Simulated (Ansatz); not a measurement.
# C3H5BrO, SMILES CC=C(O)Br: a ladder of methods at one geometry

Computed with Ansatz 0.2.0 through its Python package.

Typed at the interpreter:
```pycon
>>> from pathlib import Path
>>> import ansatz as az
>>> import numpy as np
>>> GEOMETRY = """
... C    -1.17180   -0.81670    0.10050
... C    -0.26870    0.28170    0.54020
... C     0.86420    0.58310   -0.06670
... O     1.38950   -0.08310   -1.17650
... Br    2.02550    1.91400    0.57180
... H    -2.19100   -0.30420   -0.13970
... H    -0.85110   -1.30150   -0.79980
... H    -1.32500   -1.49000    0.87980
... H    -0.56290    0.85560    1.46870
... H     2.17450    0.30970   -1.37530
... """
>>> c3h5bro = az.Crystal.molecule()
>>> for line in GEOMETRY.strip().splitlines():
...     symbol, *xyz = line.split()
...     c3h5bro = c3h5bro.atom(symbol, [float(v) for v in xyz])
...
>>> setup = c3h5bro.calculation()
>>> setup = setup.basis(gaussian="def2-SVP")
>>> setup = setup.accuracy("medium")
>>> print("functional    E (Ha)        dipole (D)   HOMO (eV)  LUMO (eV)")
functional    E (Ha)        dipole (D)   HOMO (eV)  LUMO (eV)
>>> for name in ["r2scan", "cam_b3lyp", "r2scan0", "revpbe", "lc_wpbe", "hf"]:
...     data = setup.functional(name).forces().orbitals().run(threads=1, backend="cpu", runs_dir="runs").report
...     lines = Path(data["orbitals_path"]).read_text().splitlines()
...     field_of = lambda key: [line.split("=")[1].strip() for line in lines if line.startswith(key)]
...     orbitals = [(27.211386 * float(e), s, float(n)) for e, s, n in zip(field_of("Ene="), field_of("Spin="), field_of("Occup="))]
...     homo = max(e for e, _, n in orbitals if n > 0.5)
...     lumo = min(e for e, _, n in orbitals if n < 0.5)
...     dipole = 4.803205 * np.linalg.norm(data["charge_distribution"]["dipole_moment_e_ang"])
...     print(f"{name:10s} {data['free_energy_ev'] / 27.211386246:14.6f} {dipole:9.3f} {homo:11.3f} {lumo:10.3f}")
...
r2scan       -2766.095920     0.127      -5.591     -0.490
cam_b3lyp    -2766.241673     0.099      -7.821      1.567
r2scan0      -2766.068998     0.088      -6.749      0.448
revpbe       -2765.938133     0.151      -5.251     -0.601
lc_wpbe      -2765.739123     0.079      -9.224      2.767
hf           -2763.289477     0.273      -9.278      4.253
```

Notes:
- These settings explore the input space; basis and method may be short of convergence.
- The geometry is a force-field or estimated start, not a minimum of this method, and the basis set is short of its limit. A lower total doesn't mark the better method: functionals have no common bound, and MP2 and coupled cluster aren't variational.
- Levels such as HOMO and LUMO are orbital energies: with these approximate functionals they aren't the ionisation energy and electron affinity, and their gap isn't the fundamental gap.
- Run time: 30 s on 1 thread of Arm Neoverse V2 (shared host), peak memory 0.37 GiB.
